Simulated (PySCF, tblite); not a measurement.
# C5H9BNSi radical: geometry, infrared bands and EPR parameters

Wanted: the infrared bands and EPR parameters of C5H9BNSi radical (`C=C[CH]NBC#C[SiH3]`), by calculation.

The runs use tblite 0.8.0 and PySCF 2.14.0, with density-fitted response routines of our own; the level of theory stands in each step. All values are computed, except where a source is named. Atoms are numbered from 0 throughout.

### 1 The starting structure

17 atoms, charge 0, multiplicity 2; geometry from: force field or distance geometry start.

Bonds of the start (Å): C0–C1 1.31, C1–C2 1.47, C2–N3 1.41, N3–B4 1.52, B4–C5 1.55, C5–C6 1.21, C6–Si7 1.83, C0–H8 1.08, C0–H9 1.11, C1–H10 1.10, C2–H11 1.10, N3–H12 1.04, B4–H13 1.19, Si7–H14 1.46, Si7–H15 1.46, Si7–H16 1.48.

### 2 Geometry optimisation with GFN2-xTB

The job: settings as JSON, then the geometry in Å.

```
{"job": {"kind": "relax", "xc": "GFN2-xTB", "basis": "xTB"}, "charge": 0, "multiplicity": 2}
C     -3.426100     0.606400     0.430900
C     -3.002000    -0.443100    -0.229000
C     -2.037400    -0.285800    -1.321900
N     -0.675600    -0.443500    -0.995000
B      0.055800     0.823400    -0.588100
C      1.462000     0.674500     0.037500
C      2.563700     0.555500     0.533700
Si     4.224700     0.363700     1.276800
H     -3.090600     1.599200     0.155200
H     -4.150500     0.449500     1.259700
H     -3.331200    -1.458500     0.045300
H     -2.291900     0.477900    -2.064300
H     -0.121600    -1.007000    -1.677600
H     -0.115400     1.753700    -1.311600
H      4.038000     0.322000     2.725800
H      4.999600     1.546700     0.894600
H      4.891500    -0.873000     0.818200
```

Run with:

```bash
$ OMP_NUM_THREADS=1 python probes_run.py task.json out
```

One launch serves the whole session: the jobs run in the order shown.

What it wrote:

```text
step      E/eV     max force
  0    -571.02652    2.382
  1    -571.18945    1.784
  2    -571.33216    1.370
  3    -571.39858    2.723
  4    -571.49444    0.868
  5    -571.56819    0.901
  6    -571.67013    1.392
  7    -571.77433    1.381
  8    -571.88682    1.288
  9    -572.02038    0.945
 10    -572.09758    0.683
 11    -572.16314    0.563
 12    -572.20544    0.533
 13    -572.19568    2.017
 14    -572.26139    0.525
 15    -572.28576    0.466
 16    -572.33470    0.574
 17    -572.35385    0.487
 18    -572.38414    0.489
 19    -572.42425    0.440
 20    -572.46694    0.553
 21    -572.49587    0.444
 22    -572.52412    0.400
 23    -572.55679    0.395
 24    -572.59579    0.557
 25    -572.63333    0.580
 26    -572.66438    0.537
 27    -572.69509    0.542
 28    -572.73034    0.623
 29    -572.77073    0.653
 30    -572.82920    0.615
 31    -572.90337    0.748
 32    -572.96664    0.796
 33    -573.03267    0.926
 34    -573.08959    0.865
 35    -573.11945    0.970
 36    -573.18439    0.453
 37    -573.23423    0.455
 38    -573.27675    0.438
 39    -573.29607    0.557
 40    -573.31436    0.309
 41    -573.33389    0.305
 42    -573.34514    0.294
 43    -573.35413    0.253
 44    -573.36310    0.330
 45    -573.37173    0.217
 46    -573.37846    0.180
 47    -573.38293    0.166
 48    -573.38709    0.207
 49    -573.39228    0.208
 50    -573.39943    0.274
 51    -573.40757    0.312
 52    -573.41498    0.294
 53    -573.42228    0.208
 54    -573.42989    0.209
 55    -573.43483    0.173
 56    -573.43805    0.217
 57    -573.44053    0.146
 58    -573.44343    0.141
 59    -573.44612    0.158
 60    -573.44881    0.141
 61    -573.45067    0.150
 62    -573.45249    0.108
 63    -573.45470    0.141
 64    -573.45698    0.126
 65    -573.45878    0.109
 66    -573.46053    0.116
 67    -573.46288    0.151
 68    -573.46572    0.150
 69    -573.46834    0.165
 70    -573.47053    0.131
 71    -573.47294    0.114
 72    -573.47610    0.118
 73    -573.48008    0.146
 74    -573.48366    0.113
 75    -573.48706    0.150
 76    -573.49033    0.144
 77    -573.49488    0.144
 78    -573.49896    0.167
 79    -573.50312    0.158
 80    -573.50628    0.209
 81    -573.50918    0.171
 82    -573.51211    0.116
 83    -573.51458    0.117
 84    -573.51657    0.106
 85    -573.51815    0.093
 86    -573.51928    0.096
 87    -573.52036    0.084
 88    -573.52160    0.113
 89    -573.52288    0.103
 90    -573.52421    0.117
 91    -573.52567    0.162
 92    -573.52745    0.175
 93    -573.52956    0.168
 94    -573.53197    0.175
 95    -573.53463    0.136
 96    -573.53643    0.110
 97    -573.53800    0.126
 98    -573.53905    0.089
 99    -573.53999    0.057
100    -573.54062    0.077
101    -573.54111    0.048
102    -573.54170    0.049
103    -573.54195    0.041
104    -573.54218    0.037
105    -573.54233    0.032
106    -573.54248    0.031
107    -573.54262    0.054
108    -573.54274    0.035
109    -573.54283    0.024
110    -573.54288    0.020
111    -573.54292    0.013
112    -573.54295    0.014
113    -573.54299    0.017
114    -573.54303    0.020
115    -573.54309    0.017
116    -573.54314    0.016
117    -573.54317    0.012
118    -573.54320    0.014
119    -573.54323    0.012
120    -573.54324    0.010
```

Run time: 0.78 s. Hardware: 1 thread of Arm Neoverse V2, shared host; peak memory 0.18 GiB.

Along the way: (not every step is listed)

```
step  energy from step 0 (eV)  largest force (eV/Å)
   0                   0.0000                2.3821
   1                  -0.1629                1.7841
   2                  -0.3056                1.3703
   3                  -0.3721                2.7232
   4                  -0.4679                0.8676
   5                  -0.5417                0.9012
   6                  -0.6436                1.3917
   7                  -0.7478                1.3807
   8                  -0.8603                1.2880
  18                  -1.3576                0.4889
  28                  -1.7038                0.6228
  38                  -2.2502                0.4382
  48                  -2.3606                0.2068
  58                  -2.4169                0.1405
  68                  -2.4392                0.1496
  78                  -2.4724                0.1667
  88                  -2.4951                0.1125
  98                  -2.5125                0.0885
 108                  -2.5162                0.0354
 115                  -2.5166                0.0171
 116                  -2.5166                0.0164
 117                  -2.5167                0.0121
 118                  -2.5167                0.0136
 119                  -2.5167                0.0117
 120                  -2.5167                0.0095
```

Close pairs (by a distance rule), those that changed most:

```
  bond  before (Å)  after (Å)  change (Å)
 N3–B4       1.518      1.411      -0.107
 C1–C2       1.466      1.393      -0.073
 C2–N3       1.409      1.355      -0.054
 C0–C1       1.310      1.359      +0.049
 B4–C5       1.546      1.508      -0.038
 C0–H9       1.112      1.074      -0.038
N3–H12       1.044      1.015      -0.030
B4–H13       1.191      1.172      -0.019
```

The end geometry stands in the next job.

### 3 Vibrational analysis with GFN2-xTB

The job: settings as JSON, then the geometry in Å.

```
{"job": {"kind": "ir", "xc": "GFN2-xTB", "basis": "xTB"}, "charge": 0, "multiplicity": 2}
C     -4.292556    -0.061824    -0.279064
C     -2.979449    -0.126741     0.064220
C     -1.949108     0.490741    -0.640508
N     -0.647435     0.405088    -0.273784
B      0.483861     0.974519    -0.895804
C      1.826923     0.700322    -0.267669
C      2.900221     0.461983     0.250572
Si     4.525267     0.086384     1.035624
H     -4.615169     0.489092    -1.144411
H     -5.048951    -0.558255     0.299717
H     -2.700511    -0.694608     0.945577
H     -2.161652     1.069425    -1.525970
H     -0.506108    -0.152186     0.562303
H      0.354061     1.625814    -1.861442
H      4.311668    -0.070906     2.479320
H      5.456242     1.187622     0.775673
H      5.035699    -1.164979     0.465735
```

What it wrote:

```text
mode    cm-1     km/mol
  1     -21.8      0.12
  2      45.8      0.02
  3      65.6      1.47
  4     122.4      0.77
  5     151.5      1.63
  6     196.3      0.02
  7     213.8      0.39
  8     245.2      2.65
  9     343.7      0.42
 10     356.4      5.36
 11     381.4      1.09
 12     528.0      1.70
 13     533.7     89.13
 14     539.2     87.65
 15     564.4      0.13
 16     627.9     12.75
 17     705.3     91.81
 18     723.6     15.51
 19     776.0     25.91
 20     788.6    339.37
 21     791.9    185.18
 22     792.6    627.53
 23     837.9     26.60
 24     945.5      3.81
 25     965.6     11.93
 26     980.2     31.75
 27    1069.2     71.93
 28    1160.7     19.79
 29    1229.4      1.54
 30    1256.5     51.85
 31    1271.9     36.18
 32    1315.5     11.34
 33    1397.0     60.85
 34    1483.8      2.10
 35    1528.6     69.20
 36    2217.6    190.23
 37    2220.9    389.45
 38    2232.0    384.55
 39    2249.3    257.68
 40    2623.7    140.65
 41    3029.5     40.06
 42    3098.2     22.70
 43    3120.4     16.62
 44    3155.8     39.56
 45    3373.0      4.71
```

Run time: 0.53 s. Hardware: 1 thread of Arm Neoverse V2, shared host; peak memory 0.18 GiB.

Which atoms move in the most intense modes:

```
cm⁻¹  km/mol                                 atoms
 789   339.4                    H15 48 %, H16 45 %
 792   185.2          H14 58 %, H16 27 %, H15 11 %
 793   627.5          H14 37 %, H15 32 %, H16 21 %
2218   190.2            C5 37 %, C6 36 %, H14 25 %
2221   389.4  H14 55 %, H16 20 %, C5 11 %, C6 10 %
2232   384.6                    H16 63 %, H15 21 %
2249   257.7                    H15 75 %, H16 14 %
2624   140.7                              H13 92 %
```

### 4 EPR parameters: B3LYP/pcH-1

Same as in step 3 but for these lines:

```diff
@@ -1,2 +1,2 @@
-{"job": {"kind": "ir", "xc": "GFN2-xTB", "basis": "xTB"}, "charge": 0, "multiplicity": 2}
+{"job": {"kind": "epr", "basis": "pcH-1"}, "charge": 0, "multiplicity": 2}
 C     -4.292556    -0.061824    -0.279064
```

Level: UKS B3LYP, pcH-1 on B C H N Si, non-relativistic, mean-field spin-orbit, GIAO.

What it wrote:

```text
UKS, coarse grid
  cycle   1  E = -564.95674584  |g| = 3.62e-01
  cycle   2  E = -564.93338610  |g| = 4.15e-01
  cycle   3  E = -565.02445506  |g| = 9.61e-02
  cycle   4  E = -565.02835583  |g| = 4.91e-02
  cycle   5  E = -565.02946788  |g| = 1.92e-02
  cycle   6  E = -565.02966081  |g| = 1.03e-02
  cycle   7  E = -565.02973507  |g| = 4.75e-03
  cycle   8  E = -565.02975917  |g| = 1.42e-03
  cycle   9  E = -565.02976187  |g| = 7.27e-04
UKS, final grid
  cycle   1  E = -565.02973554  |g| = 1.02e-03
  cycle   2  E = -565.02973457  |g| = 1.76e-03
  cycle   3  E = -565.02973598  |g| = 4.07e-04
  cycle   4  E = -565.02973607  |g| = 5.52e-05
  cycle   5  E = -565.02973607  |g| = 4.26e-05
  cycle   6  E = -565.02973608  |g| = 1.16e-05
E = -565.02973608 Eh   <S^2> = 0.7734 (exact 0.7500)
g shifts (ppm)      1          2          3
  rmc          -137       -137       -137
  gc             -2         32         30
  oz_so          -0        294        707
  total        -140        189        600
hyperfine (MHz)  atom isotope    a_iso     a_fc   dipolar eigenvalues
    0   13C      45.91      45.97    -43.74    -42.08     85.82
    1   13C     -42.14     -42.16    -24.60      9.84     14.76
    2   13C      49.15      49.21    -45.61    -45.47     91.08
    3   14N      -5.78      -5.78     -1.10     -0.52      1.62
    4   11B       9.49       9.50     -9.66     -7.79     17.46
    5   13C     -13.01     -13.02     -4.69      0.40      4.29
    6   13C       6.53       6.55     -7.16     -5.55     12.72
    7  29Si       4.29       4.30     -0.19     -0.09      0.28
    8    1H     -33.89     -33.90    -18.12     -1.31     19.43
    9    1H     -36.08     -36.09    -21.41     -0.12     21.53
   10    1H      10.09      10.09     -4.43     -1.26      5.69
   11    1H     -35.82     -35.83    -18.17     -2.09     20.26
   12    1H      -0.07      -0.07     -3.05     -1.02      4.07
   13    1H     -11.04     -11.04     -3.16     -1.17      4.33
   14    1H       2.23       2.23     -0.44     -0.35      0.78
   15    1H       1.97       1.97     -0.43     -0.37      0.80
   16    1H       7.80       7.80     -0.48     -0.27      0.76
```

It took 2 min on 1 thread of Arm Neoverse V2, shared host; peak memory 1.1 GiB.

Principal g values 2.00218, 2.00251, 2.00292; g(iso) = 2.00254, against 2.00232 for a free electron.

Mean a(iso) over the nuclei that a row names, and the largest dipolar term of the row (other rows stand at the frozen geometry):

```
       nuclei  isotope  a(iso) (MHz)  a(iso) (G, at g = 2.0023)  largest dipolar term (MHz)
           C2      13C          49.2                       17.5                        91.1
           C0      13C          45.9                       16.4                        85.8
           C1      13C         -42.1                      -15.0                       -24.6
           H9       1H         -36.1                      -12.9                        21.5
          H11       1H         -35.8                      -12.8                        20.3
           H8       1H         -33.9                      -12.1                        19.4
           C5      13C         -13.0                       -4.6                        -4.7
          H13       1H         -11.0                       -3.9                         4.3
          H10       1H          10.1                        3.6                         5.7
           B4      11B           9.5                        3.4                        17.5
           C6      13C           6.5                        2.3                        12.7
           N3      14N          -5.8                       -2.1                         1.6
          Si7     29Si           4.3                        1.5                         0.3
H14, H15, H16       1H           4.0                        1.4                         0.8
```

Mulliken spin populations:

C0 0.57; C1 -0.23; C2 0.54; N3 -0.02; B4 0.17; C5 -0.06; C6 0.10; Si7 0.00; H8 -0.02; H9 -0.03; H10 0.01; H11 -0.02; H12 0.00; H13 -0.01; H14 0.00; H15 0.00; H16 0.00

In first order the couplings over 0.8 MHz of 1H, 11B, 14N give 1284 distinct lines over 63.8 G, if the averaged nuclei exchange fast.

The fields below are evaluated on a grid from the run's orbitals.

ELF in a plane through or near 14 of the atoms.

Ten even steps from ' ' (0.00) to '@' (1.00):
```
                                                        
                                                        
                                                        
        ..==**--                    ..                  
        ==@@@@%%..                %%%%      ::          
        **@@@@@@..              ::@@@@==  **@@@@        
        **@@@@%%..        ::##..  @@@@++..@@@@@@..      
        ::==--==::====::  **@@%%  ####++++@@@@@@..      
      ..::..##::%%****==  ==@@%%  ++::++++::%%==        
    ..##@@..==++##::%%**::::##==####%%**++**##::        
    ==@@@@@@::%%**..%%==##==##::%%::**..++@@@@##        
    ++@@@@@@::==**%%****##--##++==%%%%  --@@@@%%        
    ::@@@@%%  ..++##**%%--::--..::@@@@::  %%@@++        
      ::++..    ::==--..**@@@@--  @@@@==    ..          
                  ..    %%@@@@##  ##@@..                
                        @@@@@@%%                        
                        ##@@@@++                        
                          ....                          
                                                        
                                                        
```
The map spans 16.2 Å across and 9.9 Å up, centred on the molecule. Atoms in the plane (x, y in Å): C0 (4.3, 0.5), C1 (2.9, 0.6), C2 (2.0, -0.4), N3 (0.7, -0.2), B4 (-0.4, -1.2), C5 (-1.8, -0.7), C6 (-2.9, -0.2), Si7 (-4.6, 0.4), H8 (4.7, -0.5), H9 (5.0, 1.3), H10 (2.5, 1.6), H11 (2.4, -1.4), H12 (0.4, 0.8), H13 (-0.1, -2.3).

log10 of the density (e/Å³) in the same plane.

Ten even steps from '0' (-4.0) to '9' (1.1):
```
0000000000000000000000000000
0000000000000000000000000000
0000111100000000000000000000
0001233321000000122211110000
0002344431000011344323321000
0012466543211233466545542000
0013577644332344477656653100
0124677665544576578778763100
0134689776654687679888753100
0135779788776688788788753100
0235777789887789897678752000
0135665677887877787556642000
0124554556777876687545531000
0012333344556775565433220000
0001222233446775444321100000
0000000012235554322100000000
0000000000123443210000000000
0000000000012221100000000000
0000000000000110000000000000
0000000000000000000000000000
```
The map spans 16.2 Å across and 9.9 Å up, centred on the molecule. Atoms in the plane (x, y in Å): C0 (4.3, 0.5), C1 (2.9, 0.6), C2 (2.0, -0.4), N3 (0.7, -0.2), B4 (-0.4, -1.2), C5 (-1.8, -0.7), C6 (-2.9, -0.2), Si7 (-4.6, 0.4), H8 (4.7, -0.5), H9 (5.0, 1.3), H10 (2.5, 1.6), H11 (2.4, -1.4), H12 (0.4, 0.8), H13 (-0.1, -2.3).

On the surface of density 0.002 e/bohr³ the electrostatic potential runs, from the 1st to the 99th percentile, from -0.85 V near C5 to 1.76 V near H12.

The spin density lies nearest to C0, C2 about 27 % each; B4 9 %; C1 9 % (beta excess); H9 7 %.

### 5 Results

```
                                 quantity                 value
strongest single infrared mode (GFN2-xTB)  793 cm⁻¹, 628 km/mol
             zero-point energy (GFN2-xTB)         74.7 kcal/mol
                           g(iso) (B3LYP)               2.00254
                                     ⟨S²⟩    0.773 (exact 0.75)
       largest a(iso) (averaged by class)   13C on C2, 49.2 MHz
    surface potential, 1st and 99th percentile    -0.85 V and 1.76 V
```

In words: The optimisation took 120 steps and gained 2.517 eV; among the close pairs (by a distance rule), N3–B4 changed most, from 1.518 to 1.411 Å. The lowest mode is imaginary (22i cm⁻¹), so the xTB geometry is not a minimum. GFN2-xTB is a fitted tight-binding method: band positions and strengths are rough. Its intensities can rank the bands wrongly. The largest spin populations lie on C0 (0.57 e), C2 (0.54 e). The isotropic g lies 0.2 ppt above the free-electron value.
